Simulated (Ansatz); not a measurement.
# HfIn4SiO6 (C2/m) in Ansatz: equation of state

How stiff is HfIn4SiO6 in PBE, and what volume does it want? The cell is scaled to several volumes.

Program: Ansatz 0.2.0. These are calculated values, not measurements. Logs are shortened: lines on timing, memory, paths and dates and some standing lists are left out, and cuts for length are marked.

### Step 1. The structure

It takes space group C2/m (No. 12, monoclinic). Conventional cell: a = 4.828 Å, b = 16.259 Å, c = 4.833 Å, α = 90.00°, β = 101.89°, γ = 90.00°. Hf (site symmetry 2/m) is surrounded by 6 O at 2.03 to 2.13 Å. In (site symmetry 2) is surrounded by 2 O at 2.31 Å. In (site symmetry 2) is surrounded by 2 O at 2.30 Å. Around Si (site symmetry 2/m) lie 6 O at 1.72 to 1.89 Å. O (site symmetry m) has 1 Si at 1.72 Å as nearest neighbours. Around O (site symmetry 1) lie 1 Si at 1.89 Å and 1 Hf at 2.13 Å.

The cell was built by a generator and needn't be a form met in nature.

### Step 2. Single point, PBE, 14.54 Å³/atom (volume scaled by 0.94)

input.yaml

```yaml
crystal:
  lattice:
    - [2.3648971919, -7.9635158832, -0.0035363059]
    - [2.3648971919, 7.9635158832, -0.0035363059]
    - [-0.9685363774, 0.0, 4.6341475962]
  atoms:
    - { symbol: Hf, position: [0.0, 0.0, 0.0] }
    - { symbol: In, position: [0.66321, 0.33679, 0.0] }
    - { symbol: In, position: [0.16197, 0.83803, 0.5] }
    - { symbol: In, position: [0.33679, 0.66321, 0.0] }
    - { symbol: In, position: [0.83803, 0.16197, 0.5] }
    - { symbol: Si, position: [0.5, 0.5, 0.5] }
    - { symbol: O, position: [0.73033, 0.73033, 0.27051] }
    - { symbol: O, position: [0.26967, 0.26967, 0.72949] }
    - { symbol: O, position: [0.19575, 0.35695, 0.27609] }
    - { symbol: O, position: [0.64305, 0.80425, 0.72391] }
    - { symbol: O, position: [0.80425, 0.64305, 0.72391] }
    - { symbol: O, position: [0.35695, 0.19575, 0.27609] }
hamiltonian:
  xc: pbe
  pseudopotentials: { kind: paw }
kpoints:
  mp_grid: { grid: [6, 6, 6] }
scf:
  occupations: { method: fermi_dirac, width: 0.05 }
output:
  forces: true
  stress: true
  eigenvalues: true
```

Potentials or basis: Ansatz PAW.

Run with:

```sh
ansatz run input.yaml --threads 8 --pin off --max-ram 20480MiB --backend cpu --events-out ev --progress --plain --runs-dir out
```

The log of the run:

```text
Warning: RAYON_NUM_THREADS=8 ignored (pool sized by the plan → 8); use --threads N
Engine: ansatz 0.2.0, x86_64-unknown-linux-gnu
Pseudopotentials: kind: paw
Pseudopotential: Hf, paw, valence charge 26, recommended cutoff 420 eV (normal), Hf.paw.azcp
Pseudopotential: In, paw, valence charge 13, recommended cutoff 420 eV (normal), In.paw.azcp
Pseudopotential: Si, paw, valence charge 4, recommended cutoff 420 eV (normal), Si.paw.azcp
Pseudopotential: O, paw, valence charge 6, recommended cutoff 420 eV (normal), O.paw.azcp
Functional definition: PBE
  parameter kappa = 0.804
  parameter beta = 0.06672455060314922
  exchange = pbe_x(kappa = kappa, mu = beta*pi^2/3)
  correlation = pbe_c(beta = beta)
Crystal: 12 atoms, lattice volume = 174.494 Å³
Basis set: ecut = 420 eV, 3405 PW (Γ), exchange–correlation on 120×120×64 points (8 copies of the dense FFT grid, shifted against one another)
Bands: 71, of which v1, the nominal top of the filled ones, is band 59 counted from 1 (58 counted from 0)
Symmetry: 4 space group operations
Space group: C2/m (ITA 12), of the structure as read, at distance tolerance 5.6e-5 Å
k-points: 68 of 216
Non-local potential: Hf, projectors of the file, l = 0: 3, l = 1: 2, l = 2: 2, l = 3: 3
Non-local potential: In, projectors of the file, l = 0: 2, l = 1: 2, l = 2: 2, l = 3: 2
Non-local potential: Si, projectors of the file, l = 0: 2, l = 1: 2, l = 2: 2
Non-local potential: O, projectors of the file, l = 0: 2, l = 1: 2, l = 2: 1
[... 20 lines left out ...]
SCF converged after 10 iterations
Free energy (F): -42159.561328 eV
Harris-Foulkes:  -42159.561328 eV  (|F-HF|=5.17e-8)
Internal energy: -42159.553356 eV  (E = F + TS)
E sigma→0 (E₀):  -42159.557342 eV
Entropy (-TS):   -0.007972 eV (-0.664 meV/atom)
Fermi energy:    11.471813 eV
--- Per-component energies (eV) ---
  E_band       = -131.708837
  E_kinetic    = 2505.036142
  E_local      = -14984.932646  (includes V_loc(G=0)·N_el)
  E_nonlocal   = 538.560509
  E_hartree    = 6549.341333
  E_xc         = -1665.021646
  E_vxc        = -1282.986655  (∫ρ·V_xc dr)
  E_paw        = -25008.791623  (= ΣΔE_a)
  E_vpaw       = -6.072307  (= ΣTr[D̂ρ^β])
  E_aug_tail   = 0.014957  (compensation charges beyond the density's cutoff)
  E_ewald      = -10093.760383
  E_smearing   = -0.007972  (= −TS)
  E_closure    = -0.000000  (closes the sum)
  Σ components = -42159.561328   (vs F -42159.561328, Δ=0.00e0)
--- Forces (eV/Å), atoms counted from 1 ---
  atom   1  Hf     0.00000000     0.00000000     0.00000000
  atom   2  In     0.00000000    -0.43193443     0.00000000
  atom   3  In     0.00000000    -0.43481492     0.00000000
  atom   4  In    -0.00000000     0.43193443    -0.00000000
  atom   5  In    -0.00000000     0.43481492    -0.00000000
  atom   6  Si     0.00000000     0.00000000     0.00000000
  atom   7  O     -0.00054894     0.00000000     0.00148114
  atom   8  O      0.00054894    -0.00000000    -0.00148114
  atom   9  O      0.12224934     0.45269287     0.14212302
  atom  10  O     -0.12224934     0.45269287    -0.14212302
  atom  11  O     -0.12224934    -0.45269287    -0.14212302
  atom  12  O      0.12224934    -0.45269287     0.14212302
  max |Σ_I F_I| component: 1.67e-16 eV/Å
--- Stress (GPa, compression-positive) ---
        9.340118       0.000000      -1.553521
        0.000000       7.012349      -0.000000
       -1.553520      -0.000000       8.698735
  P = ⅓ Tr σ = 8.3504 GPa (83.504 kbar)
--- Band table (eV; the first three rows and the last of 68) ---
  k-point 0: bands = ["-50.5495", "-19.5335", "-19.5046", "-19.4500", "-9.5417", "-7.8143", "-7.6625", "-7.6508", "-6.9541", "-6.7962", "-3.3221", "-3.3047", "-3.1445", "-3.1391", "-3.1014", "-3.0972", "-3.0741", "-3.0394", "-2.9948", "-2.9815", "-2.8689", "-2.8636", "-2.8198", "-2.7830", "-2.7741", "-2.7563", "-2.7211", "-2.7028", "-2.6280", "-2.6232", "-0.3946", "-0.3896", "-0.3664", "-0.3419", "-0.3305", "-0.2872", "-0.2783", "1.7565", "3.8948", "4.1777", "4.8835", "4.9148", "5.4288", "5.8841", "5.9399", "6.1297", "6.6268", "6.6522", "6.7709", "7.0511", "7.3195", "7.8501", "8.0713", "8.3359", "8.7981", "9.7201", "10.6889", "10.8991", "11.4996", "11.9790", "12.0381", "12.3525", "14.4211", "15.7395", "15.7629", "16.1019", "16.1584", "16.6398", "17.0937", "17.3715", "17.7310"]
  k-point 1: bands = ["-50.5495", "-19.5332", "-19.5066", "-19.4517", "-9.4302", "-7.9309", "-7.7751", "-7.5363", "-7.1154", "-6.6536", "-3.2793", "-3.2607", "-3.1173", "-3.1154", "-3.0872", "-3.0788", "-3.0591", "-3.0131", "-2.9809", "-2.9733", "-2.8772", "-2.8755", "-2.8379", "-2.8103", "-2.7888", "-2.7830", "-2.7635", "-2.7516", "-2.6472", "-2.6344", "-0.3989", "-0.3878", "-0.3668", "-0.3383", "-0.3301", "-0.2950", "-0.2802", "1.9681", "3.9141", "4.3425", "4.8552", "4.8578", "5.1767", "5.3597", "5.7287", "6.1759", "6.6446", "6.8448", "6.9638", "7.2228", "7.7759", "7.8293", "8.1387", "8.1651", "8.6042", "9.4769", "10.0643", "10.5999", "11.1096", "12.6711", "12.7340", "13.1974", "14.5817", "15.3169", "15.5813", "15.6174", "15.9034", "16.2150", "17.6933", "17.8188", "17.9480"]
  k-point 2: bands = ["-50.5495", "-19.5324", "-19.5114", "-19.4545", "-9.1365", "-8.0661", "-8.0491", "-7.3988", "-7.3473", "-6.4853", "-3.1701", "-3.1485", "-3.0530", "-3.0466", "-3.0462", "-3.0303", "-3.0210", "-2.9542", "-2.9466", "-2.9334", "-2.9168", "-2.8918", "-2.8780", "-2.8728", "-2.8694", "-2.8505", "-2.8359", "-2.8340", "-2.7240", "-2.6991", "-0.4104", "-0.3846", "-0.3644", "-0.3326", "-0.3265", "-0.3060", "-0.2820", "2.4985", "3.8275", "4.4624", "4.5977", "4.8252", "4.9553", "5.2206", "5.4350", "6.3414", "6.5196", "6.7094", "6.8180", "7.3874", "7.8778", "8.0288", "8.2626", "8.3737", "8.7439", "9.0365", "9.3911", "10.4334", "10.7528", "13.3994", "13.7272", "14.2236", "14.5811", "14.8619", "15.0074", "15.6451", "15.8422", "16.4835", "17.2697", "17.5312", "17.9795"]
  k-point 67: bands = ["-50.5494", "-19.5320", "-19.5141", "-19.4556", "-8.8888", "-8.3072", "-8.0931", "-7.4498", "-7.3461", "-6.4183", "-3.0485", "-3.0467", "-3.0277", "-3.0238", "-2.9901", "-2.9856", "-2.9628", "-2.9520", "-2.9404", "-2.9346", "-2.9258", "-2.9256", "-2.9208", "-2.9193", "-2.9086", "-2.9078", "-2.8735", "-2.8303", "-2.8214", "-2.7750", "-0.4165", "-0.3837", "-0.3624", "-0.3318", "-0.3223", "-0.3099", "-0.2823", "3.0315", "3.9532", "4.1525", "4.2960", "4.4063", "4.9797", "5.5047", "5.7321", "6.1781", "6.2716", "6.3620", "6.5069", "7.7882", "7.8226", "8.3550", "8.7066", "8.7509", "8.7807", "8.9176", "9.0710", "9.9661", "10.2814", "13.7761", "14.4078", "14.5586", "14.8899", "15.0161", "15.2329", "15.3762", "15.9302", "16.0258", "17.2427", "17.8026", "17.8557"]
```

It took 6.3 s on 8 threads of Intel Xeon at 2.60GHz (Ice Lake), shared host; peak memory 1.4 GiB.

What came out:

- Free energy: -42159.5613 eV
- Pressure: 8.4 GPa
- Largest force: 0.490 eV/Å
- Band gap on the k mesh: none (metal or under the smearing width)

Caveat: the pressure holds a Pulay correction of +0.5 GPa for the finite cutoff.

### Step 3. Single point, PBE, 14.85 Å³/atom (volume scaled by 0.96)

Changes to input.yaml since step 2:

```diff
@@ -2,5 +2,5 @@
   lattice:
-    - [2.3648971919, -7.9635158832, -0.0035363059]
-    - [2.3648971919, 7.9635158832, -0.0035363059]
-    - [-0.9685363774, 0.0, 4.6341475962]
+    - [2.3815519462, -8.0195988288, -0.0035612102]
+    - [2.3815519462, 8.0195988288, -0.0035612102]
+    - [-0.9753572809, 0.0, 4.6667835137]
   atoms:
@@ -29 +29,5 @@
   eigenvalues: true
+  write_density: true
+  write_potential: true
+  elf: true
+  volumetric_format: npy
```

Potentials or basis: Ansatz PAW.

Run with:

```sh
ansatz run input.yaml --threads 8 --pin off --max-ram 20480MiB --backend cpu --events-out ev --progress --plain --runs-dir out
```

It took 8 s on 8 threads of Intel Xeon at 2.60GHz (Ice Lake), shared host; peak memory 1.4 GiB.

The run converged. Its results:

| Item | Value |
| --- | --- |
| Free energy | -42159.7178 eV |
| Pressure | 5.2 GPa |
| Largest force | 0.311 eV/Å |
| Band gap on the k mesh | none (metal or under the smearing width) |

Caveat: the pressure holds a Pulay correction of +0.5 GPa for the finite cutoff.

### Step 4. Single point, PBE, 15.16 Å³/atom (volume scaled by 0.98)

Changes to input.yaml since step 3:

```diff
@@ -2,5 +2,5 @@
   lattice:
-    - [2.3815519462, -8.0195988288, -0.0035612102]
-    - [2.3815519462, 8.0195988288, -0.0035612102]
-    - [-0.9753572809, 0.0, 4.6667835137]
+    - [2.3979769615, -8.0749081547, -0.0035857711]
+    - [2.3979769615, 8.0749081547, -0.0035857711]
+    - [-0.9820840954, 0.0, 4.6989692447]
   atoms:
@@ -29,5 +29 @@
   eigenvalues: true
-  write_density: true
-  write_potential: true
-  elf: true
-  volumetric_format: npy
```

Run with:

```sh
ansatz run input.yaml --threads 8 --pin off --max-ram 20480MiB --backend cpu --events-out ev --progress --plain --runs-dir out
```

Wall time 6.5 s (8 threads of Intel Xeon at 2.60GHz (Ice Lake), shared host); peak memory 1.4 GiB.

It converged, with:

```yaml
Free_energy: -42159.8064 eV
Pressure: 2.5 GPa
Largest_force: 0.146 eV/Å
Band_gap_on_the_k_mesh: none (metal or under the smearing width)
```

Caveat: the pressure holds a Pulay correction of +0.5 GPa for the finite cutoff.

### Step 5. Single point, PBE, 15.47 Å³/atom

Changes to input.yaml since step 4:

```diff
@@ -2,5 +2,5 @@
   lattice:
-    - [2.3979769615, -8.0749081547, -0.0035857711]
-    - [2.3979769615, 8.0749081547, -0.0035857711]
-    - [-0.9820840954, 0.0, 4.6989692447]
+    - [2.41418, -8.12947, -0.00361]
+    - [2.41418, 8.12947, -0.00361]
+    - [-0.98872, 0.0, 4.73072]
   atoms:
@@ -29 +29,5 @@
   eigenvalues: true
+  write_density: true
+  write_potential: true
+  elf: true
+  volumetric_format: npy
```

Run with:

```sh
ansatz run input.yaml --threads 8 --pin off --max-ram 20480MiB --backend cpu --events-out ev --progress --plain --runs-dir out
```

It took 8.3 s on 8 threads of Intel Xeon at 2.60GHz (Ice Lake), shared host; peak memory 1.4 GiB.

The run converged. Its results:

| Quantity | Value |
| --- | --- |
| Free energy | -42159.8340 eV |
| Pressure | 0.0 GPa |
| Largest force | 0.014 eV/Å |
| Band gap on the k mesh | none (metal or under the smearing width) |

Caveat: the pressure holds a Pulay correction of +0.4 GPa for the finite cutoff.

### Step 6. Single point, PBE, 15.78 Å³/atom (volume scaled by 1.02)

Changes to input.yaml since step 5:

```diff
@@ -2,5 +2,5 @@
   lattice:
-    - [2.41418, -8.12947, -0.00361]
-    - [2.41418, 8.12947, -0.00361]
-    - [-0.98872, 0.0, 4.73072]
+    - [2.430168413, -8.1833091187, -0.003633908]
+    - [2.430168413, 8.1833091187, -0.003633908]
+    - [-0.9952680054, 0.0, 4.7620501846]
   atoms:
@@ -29,5 +29 @@
   eigenvalues: true
-  write_density: true
-  write_potential: true
-  elf: true
-  volumetric_format: npy
```

Potentials or basis: Ansatz PAW.

Run with:

```sh
ansatz run input.yaml --threads 8 --pin off --max-ram 20480MiB --backend cpu --events-out ev --progress --plain --runs-dir out
```

Run time: 6.5 s. Hardware: 8 threads of Intel Xeon at 2.60GHz (Ice Lake), shared host; peak memory 1.4 GiB.

It converged, with:

```yaml
Free_energy: -42159.8075 eV
Pressure: -2.2 GPa
Largest_force: 0.148 eV/Å
Band_gap_on_the_k_mesh: none (metal or under the smearing width)
```

Caveat: the pressure holds a Pulay correction of +0.4 GPa for the finite cutoff.

### Step 7. Single point, PBE, 16.09 Å³/atom (volume scaled by 1.04)

Changes to input.yaml since step 6:

```diff
@@ -2,5 +2,5 @@
   lattice:
-    - [2.430168413, -8.1833091187, -0.003633908]
-    - [2.430168413, 8.1833091187, -0.003633908]
-    - [-0.9952680054, 0.0, 4.7620501846]
+    - [2.4459491695, -8.2364489786, -0.0036575054]
+    - [2.4459491695, 8.2364489786, -0.0036575054]
+    - [-1.0017309657, 0.0, 4.7929734548]
   atoms:
@@ -29 +29,5 @@
   eigenvalues: true
+  write_density: true
+  write_potential: true
+  elf: true
+  volumetric_format: npy
```

Run with:

```sh
ansatz run input.yaml --threads 8 --pin off --max-ram 20480MiB --backend cpu --events-out ev --progress --plain --runs-dir out
```

It took 8.6 s on 8 threads of Intel Xeon at 2.60GHz (Ice Lake), shared host; peak memory 1.5 GiB.

The run converged. Its results:

* Free energy: -42159.7324 eV
* Pressure: -4.2 GPa
* Largest force: 0.277 eV/Å
* Band gap on the k mesh: none (metal or under the smearing width)

Caveat: the pressure holds a Pulay correction of +0.4 GPa for the finite cutoff.

### Step 8. Single point, PBE, 16.40 Å³/atom (volume scaled by 1.06)

Changes to input.yaml since step 7:

```diff
@@ -2,5 +2,5 @@
   lattice:
-    - [2.4459491695, -8.2364489786, -0.0036575054]
-    - [2.4459491695, 8.2364489786, -0.0036575054]
-    - [-1.0017309657, 0.0, 4.7929734548]
+    - [2.4615288836, -8.2889118515, -0.0036808023]
+    - [2.4615288836, 8.2889118515, -0.0036808023]
+    - [-1.0081115898, 0.0, 4.8235027713]
   atoms:
@@ -29,5 +29 @@
   eigenvalues: true
-  write_density: true
-  write_potential: true
-  elf: true
-  volumetric_format: npy
```

Run with:

```sh
ansatz run input.yaml --threads 8 --pin off --max-ram 20480MiB --backend cpu --events-out ev --progress --plain --runs-dir out
```

Run time: 7.2 s. Hardware: 8 threads of Intel Xeon at 2.60GHz (Ice Lake), shared host; peak memory 1.4 GiB.

It converged, with:

- Free energy: -42159.6142 eV
- Pressure: -6.0 GPa
- Largest force: 0.396 eV/Å
- Band gap on the k mesh: none (metal or under the smearing width)

Caveat: the pressure holds a Pulay correction of +0.4 GPa for the finite cutoff.

### Step 9. Equation of state, PBE

Potentials or basis: Ansatz PAW.

No new run: the results of the series are fitted here.

Results:

| Quantity | Value |
| --- | --- |
| Equilibrium volume | 15.47 Å³/atom |
| Bulk modulus at fixed shape and positions | 117 GPa |
| Pressure derivative of the bulk modulus | 4.7 |

Energy against volume, from the lowest point:
```csv
volume (Å³/atom),energy (meV/atom)
14.541,22.72
14.851,9.68
15.160,2.30
15.469,0.00
15.779,2.21
16.088,8.47
16.398,18.32
```

Caveat: the cell was scaled at fixed shape and fractional positions, which overstates the stiffness of a crystal with free parameters, most of all of layers and chains. Spin-orbit coupling is left out, which matters for the levels of Hf.
